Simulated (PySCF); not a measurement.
# A gas-phase reaction: ClFGeH2 + Cl2 → Cl2FGeH + ClH

What reaction energy should one expect for `[F][GeH2][Cl]` + `ClCl` → `[F][GeH]([Cl])[Cl]` + `Cl`?

Programs: PySCF 2.14.0. All values are calculated, for the isolated system unless a continuum is named. Atoms count from 0, parts from 1.

## 1. Starting point

Each species was relaxed by itself at PBE0-D3(BJ)/def2-SVPD.

## 2. Energies of the species: wB97M-D3(BJ)/def2-TZVPD

What the job is given:

```
{"job": {"kind": "react", "xc": "wB97M-D3(BJ)", "basis": "def2-TZVPD"}, "charge": 0, "multiplicity": 1}
-1 ClFGeH2 charge 0 multiplicity 1
F     -1.324350     0.968120     0.319520
Ge     0.124810     0.087850    -0.099750
Cl    -0.023580    -1.820500     0.885760
H      0.086520    -0.134210    -1.610110
H      1.297660     0.863070     0.496310

-1 Cl2 charge 0 multiplicity 1
Cl     1.014390    -0.004530    -0.024820
Cl    -1.014460     0.006640     0.022750

+1 Cl2FGeH charge 0 multiplicity 1
F     -0.123520     1.436130    -0.987830
Ge    -0.009910     0.099840     0.112660
Cl    -1.691700    -1.154340    -0.282300
Cl     1.786990    -0.942940    -0.378070
H     -0.000610     0.625300     1.540950

+1 ClH charge 0 multiplicity 1
Cl     0.644390    -0.006200    -0.024280
H     -0.643180     0.002950     0.015420
```

Level: wB97M-D3(BJ)/def2-TZVPD reaction energy of separated species, gas phase.

Launch:

```
OMP_NUM_THREADS=1 python cluster_run.py task.json out
```

One launch serves the whole session: the jobs run in the order shown.

What it wrote:

```text
species 1 (ClFGeH2)
coarse grid: 23976 points
cycle   1  E = -2638.3513013170  dE = -5.405e-01  |g| = 8.891e-01  |ddm| = 1.702e+00
cycle   2  E = -2638.3220262096  dE =  2.928e-02  |g| = 1.115e+00  |ddm| = 1.037e+00
cycle   3  E = -2638.4658156061  dE = -1.438e-01  |g| = 7.933e-02  |ddm| = 5.107e-01
cycle   4  E = -2638.4667564222  dE = -9.408e-04  |g| = 3.585e-02  |ddm| = 6.381e-02
cycle   5  E = -2638.4669334384  dE = -1.770e-04  |g| = 5.354e-03  |ddm| = 2.097e-02
cycle   6  E = -2638.4669442195  dE = -1.078e-05  |g| = 2.050e-03  |ddm| = 8.396e-03
cycle   7  E = -2638.4669455645  dE = -1.345e-06  |g| = 5.107e-04  |ddm| = 2.810e-03
final grid: 47136 points
cycle   8  E = -2638.4668325162  dE = -2.846e-07  |g| = 4.160e-04  |ddm| = 1.634e-03
cycle   9  E = -2638.4668325325  dE = -1.629e-08  |g| = 4.588e-04  |ddm| = 4.688e-04
cycle  10  E = -2638.4668325619  dE = -2.940e-08  |g| = 5.385e-05  |ddm| = 2.068e-04
cycle  11  E = -2638.4668325641  dE = -2.171e-09  |g| = 2.724e-05  |ddm| = 1.098e-04
cycle  12  E = -2638.4668325644  dE = -3.361e-10  |g| = 3.361e-06  |ddm| = 4.363e-05
converged SCF energy = -2638.4668325644

species 2 (Cl2)
coarse grid: 12632 points
cycle   1  E = -920.4762354268  dE =  6.389e-02  |g| = 2.472e-01  |ddm| = 1.180e+00
cycle   2  E = -920.4854153935  dE = -9.180e-03  |g| = 1.551e-01  |ddm| = 2.411e-01
cycle   3  E = -920.4902180426  dE = -4.803e-03  |g| = 1.247e-02  |ddm| = 9.692e-02
cycle   4  E = -920.4902874597  dE = -6.942e-05  |g| = 2.486e-03  |ddm| = 1.204e-02
cycle   5  E = -920.4902918154  dE = -4.356e-06  |g| = 2.986e-04  |ddm| = 3.875e-03
final grid: 23496 points
cycle   6  E = -920.4902475913  dE = -4.785e-08  |g| = 9.268e-05  |ddm| = 4.920e-04
cycle   7  E = -920.4902475948  dE = -3.552e-09  |g| = 4.892e-05  |ddm| = 1.126e-04
cycle   8  E = -920.4902475955  dE = -6.482e-10  |g| = 1.445e-05  |ddm| = 4.250e-05
converged SCF energy = -920.4902475955

species 3 (Cl2FGeH)
coarse grid: 27824 points
cycle   1  E = -3098.0401845934  dE = -3.146e-01  |g| = 9.479e-01  |ddm| = 1.808e+00
cycle   2  E = -3098.0105651593  dE =  2.962e-02  |g| = 1.187e+00  |ddm| = 1.156e+00
cycle   3  E = -3098.1806093548  dE = -1.700e-01  |g| = 8.104e-02  |ddm| = 5.730e-01
cycle   4  E = -3098.1817164244  dE = -1.107e-03  |g| = 4.141e-02  |ddm| = 7.093e-02
cycle   5  E = -3098.1819714491  dE = -2.550e-04  |g| = 6.083e-03  |ddm| = 2.328e-02
cycle   6  E = -3098.1819875216  dE = -1.607e-05  |g| = 2.597e-03  |ddm| = 9.804e-03
cycle   7  E = -3098.1819898507  dE = -2.329e-06  |g| = 6.174e-04  |ddm| = 3.617e-03
final grid: 53512 points
cycle   8  E = -3098.1818116338  dE = -4.294e-07  |g| = 5.092e-04  |ddm| = 2.591e-03
cycle   9  E = -3098.1818116618  dE = -2.801e-08  |g| = 5.758e-04  |ddm| = 6.710e-04
cycle  10  E = -3098.1818117090  dE = -4.713e-08  |g| = 6.622e-05  |ddm| = 2.655e-04
cycle  11  E = -3098.1818117128  dE = -3.874e-09  |g| = 3.335e-05  |ddm| = 1.652e-04
cycle  12  E = -3098.1818117133  dE = -4.834e-10  |g| = 4.496e-06  |ddm| = 5.608e-05
converged SCF energy = -3098.1818117133

species 4 (ClH)
coarse grid: 8792 points
cycle   1  E = -460.8503335376  dE = -8.165e-02  |g| = 2.169e-01  |ddm| = 7.239e-01
cycle   2  E = -460.8625130034  dE = -1.218e-02  |g| = 1.397e-01  |ddm| = 2.651e-01
cycle   3  E = -460.8670523823  dE = -4.539e-03  |g| = 1.358e-02  |ddm| = 9.818e-02
cycle   4  E = -460.8670934665  dE = -4.108e-05  |g| = 3.364e-03  |ddm| = 9.546e-03
cycle   5  E = -460.8670997152  dE = -6.249e-06  |g| = 8.516e-04  |ddm| = 3.915e-03
final grid: 17120 points
cycle   6  E = -460.8670681934  dE = -3.712e-07  |g| = 3.675e-04  |ddm| = 8.874e-04
cycle   7  E = -460.8670682397  dE = -4.623e-08  |g| = 1.617e-04  |ddm| = 3.979e-04
cycle   8  E = -460.8670682462  dE = -6.569e-09  |g| = 4.217e-05  |ddm| = 1.293e-04
cycle   9  E = -460.8670682475  dE = -1.314e-09  |g| = 3.947e-06  |ddm| = 6.528e-05
cycle  10  E = -460.8670682475  dE = -1.819e-12  |g| = 8.155e-07  |ddm| = 3.300e-06
converged SCF energy = -460.8670682475

Reaction energy = -57.949 kcal/mol
```

Wall time 24 s (1 thread of Arm Neoverse V1, shared host); peak memory 0.72 GiB.

Species by species (with the dispersion term, which the log's SCF energies lack):

| ν | species | energy (Eh) | HOMO (eV) |
| --- | --- | --- | --- |
| -1 | [F][GeH2][Cl] | -2638.47044 | -11.58 |
| -1 | ClCl | -920.49147 | -11.18 |
| +1 | [F][GeH]([Cl])[Cl] | -3098.18665 | -12.00 |
| +1 | Cl | -460.86761 | -11.93 |

## 3. Energies of the species: PBE0-D3(BJ)/def2-TZVPD

Settings changed since step 2:

```diff
@@ -1,2 +1,2 @@
-{"job": {"kind": "react", "xc": "wB97M-D3(BJ)", "basis": "def2-TZVPD"}, "charge": 0, "multiplicity": 1}
+{"job": {"kind": "react", "xc": "PBE0", "basis": "def2-TZVPD", "disp": "d3bj"}, "charge": 0, "multiplicity": 1}
 -1 ClFGeH2 charge 0 multiplicity 1
```

With the program's defaults for keys left out, this is: PBE0-D3(BJ)/def2-TZVPD reaction energy of separated species, gas phase.

What it wrote:

```text
species 1 (ClFGeH2)
coarse grid: 23976 points
cycle   1  E = -2637.7656156897  dE = -4.699e-01  |g| = 9.196e-01  |ddm| = 1.715e+00
cycle   2  E = -2637.5568106698  dE =  2.088e-01  |g| = 1.533e+00  |ddm| = 1.278e+00
cycle   3  E = -2637.8696141356  dE = -3.128e-01  |g| = 1.883e-01  |ddm| = 8.080e-01
cycle   4  E = -2637.8742130134  dE = -4.599e-03  |g| = 3.878e-02  |ddm| = 1.156e-01
cycle   5  E = -2637.8743918672  dE = -1.789e-04  |g| = 7.134e-03  |ddm| = 2.011e-02
cycle   6  E = -2637.8744019637  dE = -1.010e-05  |g| = 2.440e-03  |ddm| = 6.197e-03
cycle   7  E = -2637.8744035290  dE = -1.565e-06  |g| = 2.216e-04  |ddm| = 1.941e-03
final grid: 47136 points
cycle   8  E = -2637.8743925356  dE = -1.516e-07  |g| = 2.729e-04  |ddm| = 1.320e-03
cycle   9  E = -2637.8743925301  dE =  5.519e-09  |g| = 3.146e-04  |ddm| = 4.993e-04
cycle  10  E = -2637.8743925524  dE = -2.227e-08  |g| = 3.683e-05  |ddm| = 2.663e-04
cycle  11  E = -2637.8743925525  dE = -1.501e-10  |g| = 1.116e-05  |ddm| = 2.295e-05
converged SCF energy = -2637.8743925525

species 2 (Cl2)
coarse grid: 3248 points
cycle   1  E = -920.0848740128  dE =  1.015e-01  |g| = 1.608e-01  |ddm| = 1.191e+00
cycle   2  E = -920.0872245035  dE = -2.350e-03  |g| = 8.738e-02  |ddm| = 1.235e-01
cycle   3  E = -920.0886071079  dE = -1.383e-03  |g| = 3.229e-02  |ddm| = 7.027e-02
cycle   4  E = -920.0888582358  dE = -2.511e-04  |g| = 5.429e-04  |ddm| = 2.039e-02
cycle   5  E = -920.0888583452  dE = -1.094e-07  |g| = 2.231e-04  |ddm| = 9.352e-04
final grid: 23496 points
cycle   6  E = -920.0901491431  dE = -8.698e-06  |g| = 2.712e-03  |ddm| = 7.451e-03
cycle   7  E = -920.0901495779  dE = -4.347e-07  |g| = 1.507e-03  |ddm| = 3.021e-03
cycle   8  E = -920.0901498187  dE = -2.409e-07  |g| = 1.124e-04  |ddm| = 1.211e-03
cycle   9  E = -920.0901498214  dE = -2.702e-09  |g| = 4.171e-05  |ddm| = 9.970e-05
cycle  10  E = -920.0901498218  dE = -3.902e-10  |g| = 3.000e-06  |ddm| = 2.413e-05
converged SCF energy = -920.0901498218

species 3 (Cl2FGeH)
coarse grid: 27824 points
cycle   1  E = -3097.2628825496  dE = -2.636e-01  |g| = 9.679e-01  |ddm| = 1.845e+00
cycle   2  E = -3097.0334535324  dE =  2.294e-01  |g| = 1.608e+00  |ddm| = 1.416e+00
cycle   3  E = -3097.3859836195  dE = -3.525e-01  |g| = 1.810e-01  |ddm| = 8.992e-01
cycle   4  E = -3097.3902552190  dE = -4.272e-03  |g| = 5.118e-02  |ddm| = 1.187e-01
cycle   5  E = -3097.3905783474  dE = -3.231e-04  |g| = 1.081e-02  |ddm| = 2.700e-02
cycle   6  E = -3097.3906063967  dE = -2.805e-05  |g| = 3.284e-03  |ddm| = 9.868e-03
cycle   7  E = -3097.3906091771  dE = -2.780e-06  |g| = 3.205e-04  |ddm| = 2.500e-03
final grid: 53512 points
cycle   8  E = -3097.3905712968  dE = -2.151e-07  |g| = 3.084e-04  |ddm| = 1.913e-03
cycle   9  E = -3097.3905712964  dE =  4.075e-10  |g| = 3.027e-04  |ddm| = 5.405e-04
cycle  10  E = -3097.3905713154  dE = -1.907e-08  |g| = 5.452e-05  |ddm| = 2.767e-04
cycle  11  E = -3097.3905713159  dE = -5.070e-10  |g| = 7.937e-06  |ddm| = 3.443e-05
converged SCF energy = -3097.3905713159

species 4 (ClH)
coarse grid: 2248 points
cycle   1  E = -460.6537826205  dE = -4.644e-02  |g| = 1.882e-01  |ddm| = 7.411e-01
cycle   2  E = -460.6558513776  dE = -2.069e-03  |g| = 1.902e-01  |ddm| = 3.151e-01
cycle   3  E = -460.6653801479  dE = -9.529e-03  |g| = 1.506e-02  |ddm| = 1.513e-01
cycle   4  E = -460.6654022049  dE = -2.206e-05  |g| = 2.693e-03  |ddm| = 7.323e-03
cycle   5  E = -460.6654037527  dE = -1.548e-06  |g| = 1.111e-03  |ddm| = 2.553e-03
final grid: 17120 points
cycle   6  E = -460.6658903164  dE = -4.427e-06  |g| = 2.164e-03  |ddm| = 7.323e-03
cycle   7  E = -460.6658903455  dE = -2.914e-08  |g| = 1.796e-03  |ddm| = 2.511e-03
cycle   8  E = -460.6658909642  dE = -6.187e-07  |g| = 1.533e-04  |ddm| = 1.363e-03
cycle   9  E = -460.6658909711  dE = -6.893e-09  |g| = 2.142e-05  |ddm| = 1.086e-04
cycle  10  E = -460.6658909712  dE = -1.041e-10  |g| = 4.936e-06  |ddm| = 1.678e-05
converged SCF energy = -460.6658909712

Reaction energy = -58.169 kcal/mol
```

Wall time 12 s (1 thread of Arm Neoverse V1, shared host); peak memory 0.66 GiB.

Reaction energy at this level: -58.17 kcal/mol.

## 4. Energies of the species: MP2/def2-TZVPD

Settings changed since step 3:

```diff
@@ -1,2 +1,2 @@
-{"job": {"kind": "react", "xc": "PBE0", "basis": "def2-TZVPD", "disp": "d3bj"}, "charge": 0, "multiplicity": 1}
+{"job": {"kind": "react", "xc": "MP2", "basis": "def2-TZVPD"}, "charge": 0, "multiplicity": 1}
 -1 ClFGeH2 charge 0 multiplicity 1
```

Level: MP2/def2-TZVPD reaction energy of separated species, gas phase.

What it wrote:

```text
species 1 (ClFGeH2)
final grid: 47136 points
cycle   1  E = -2635.5222543992  dE = -6.603e-01  |g| = 6.691e-01  |ddm| = 1.679e+00
cycle   2  E = -2635.5802290342  dE = -5.797e-02  |g| = 5.072e-01  |ddm| = 6.284e-01
cycle   3  E = -2635.6107084553  dE = -3.048e-02  |g| = 3.801e-02  |ddm| = 2.461e-01
cycle   4  E = -2635.6113476670  dE = -6.392e-04  |g| = 1.472e-02  |ddm| = 6.001e-02
cycle   5  E = -2635.6114228360  dE = -7.517e-05  |g| = 4.341e-03  |ddm| = 1.775e-02
cycle   6  E = -2635.6114306487  dE = -7.813e-06  |g| = 1.548e-03  |ddm| = 5.907e-03
cycle   7  E = -2635.6114318742  dE = -1.226e-06  |g| = 6.161e-04  |ddm| = 1.982e-03
cycle   8  E = -2635.6114321068  dE = -2.326e-07  |g| = 1.537e-04  |ddm| = 9.657e-04
cycle   9  E = -2635.6114321207  dE = -1.382e-08  |g| = 1.960e-05  |ddm| = 3.093e-04
cycle  10  E = -2635.6114321209  dE = -2.115e-10  |g| = 4.754e-06  |ddm| = 4.214e-05
converged SCF energy = -2635.6114321209

species 2 (Cl2)
final grid: 23496 points
cycle   1  E = -918.9653264956  dE =  6.012e-02  |g| = 2.590e-01  |ddm| = 1.186e+00
cycle   2  E = -918.9802787934  dE = -1.495e-02  |g| = 1.127e-01  |ddm| = 2.120e-01
cycle   3  E = -918.9828573176  dE = -2.579e-03  |g| = 1.988e-02  |ddm| = 7.487e-02
cycle   4  E = -918.9830781729  dE = -2.209e-04  |g| = 4.253e-03  |ddm| = 2.065e-02
cycle   5  E = -918.9830902792  dE = -1.211e-05  |g| = 7.297e-04  |ddm| = 5.118e-03
cycle   6  E = -918.9830904966  dE = -2.175e-07  |g| = 1.518e-04  |ddm| = 6.808e-04
cycle   7  E = -918.9830905059  dE = -9.232e-09  |g| = 2.307e-05  |ddm| = 1.886e-04
cycle   8  E = -918.9830905061  dE = -2.522e-10  |g| = 2.990e-06  |ddm| = 4.639e-05
converged SCF energy = -918.9830905061

species 3 (Cl2FGeH)
final grid: 53512 points
cycle   1  E = -3094.4835927679  dE = -4.096e-01  |g| = 7.291e-01  |ddm| = 1.784e+00
cycle   2  E = -3094.5529749079  dE = -6.938e-02  |g| = 5.593e-01  |ddm| = 7.354e-01
cycle   3  E = -3094.5931077583  dE = -4.013e-02  |g| = 4.155e-02  |ddm| = 2.871e-01
cycle   4  E = -3094.5938951848  dE = -7.874e-04  |g| = 1.816e-02  |ddm| = 6.716e-02
cycle   5  E = -3094.5940176636  dE = -1.225e-04  |g| = 5.205e-03  |ddm| = 2.156e-02
cycle   6  E = -3094.5940321815  dE = -1.452e-05  |g| = 1.845e-03  |ddm| = 7.819e-03
cycle   7  E = -3094.5940340138  dE = -1.832e-06  |g| = 7.424e-04  |ddm| = 2.336e-03
cycle   8  E = -3094.5940343141  dE = -3.003e-07  |g| = 1.753e-04  |ddm| = 1.091e-03
cycle   9  E = -3094.5940343315  dE = -1.745e-08  |g| = 2.705e-05  |ddm| = 3.286e-04
cycle  10  E = -3094.5940343319  dE = -4.211e-10  |g| = 8.269e-06  |ddm| = 4.727e-05
converged SCF energy = -3094.5940343319

species 4 (ClH)
final grid: 17120 points
cycle   1  E = -460.0817352526  dE = -1.008e-01  |g| = 2.132e-01  |ddm| = 7.101e-01
cycle   2  E = -460.0969052416  dE = -1.517e-02  |g| = 8.401e-02  |ddm| = 2.053e-01
cycle   3  E = -460.0986386011  dE = -1.733e-03  |g| = 1.826e-02  |ddm| = 5.472e-02
cycle   4  E = -460.0988471665  dE = -2.086e-04  |g| = 6.315e-03  |ddm| = 1.638e-02
cycle   5  E = -460.0988771661  dE = -3.000e-05  |g| = 1.289e-03  |ddm| = 7.398e-03
cycle   6  E = -460.0988783821  dE = -1.216e-06  |g| = 2.807e-04  |ddm| = 1.659e-03
cycle   7  E = -460.0988784354  dE = -5.327e-08  |g| = 4.150e-05  |ddm| = 4.895e-04
cycle   8  E = -460.0988784361  dE = -7.299e-10  |g| = 7.806e-06  |ddm| = 6.177e-05
converged SCF energy = -460.0988784361

Reaction energy = -62.731 kcal/mol
```

It took 7.2 s on 1 thread of Arm Neoverse V1, shared host; peak memory 0.54 GiB.

Reaction energy at this level: -62.73 kcal/mol.

## 5. Side by side

Energies in kcal/mol, with wall time:

| run | reaction | time |
| --- | --- | --- |
| wB97M-D3(BJ)/def2-TZVPD | -57.95 | 24 s |
| PBE0-D3(BJ)/def2-TZVPD | -58.17 | 12 s |
| MP2/def2-TZVPD | -62.73 | 7.2 s |

## 6. Summary of results

| quantity | value |
| --- | --- |
| reaction energy (wB97M-D3(BJ)/def2-TZVPD) | -57.95 kcal/mol |
| ΔH, ΔG at 298 K (xTB thermal terms) | -58.2, -58.1 kcal/mol |
| range of the reaction energy over the runs of this table | -62.73 to -57.95 kcal/mol |

The reaction is exothermic by 58.2 kcal/mol in the gas phase; dispersion gives -0.34, and xTB itself gave -40.51 for the electronic energy (xTB energies and thermal terms come from the earlier relaxation of each species, not shown). No barrier was sought. xTB and this level differ widely in the electronic energy, so what comes from xTB (the thermal terms above all) is less safe here. The reaction energy runs from -62.73 (MP2/def2-TZVPD) to -57.95 kcal/mol (wB97M-D3(BJ)/def2-TZVPD).
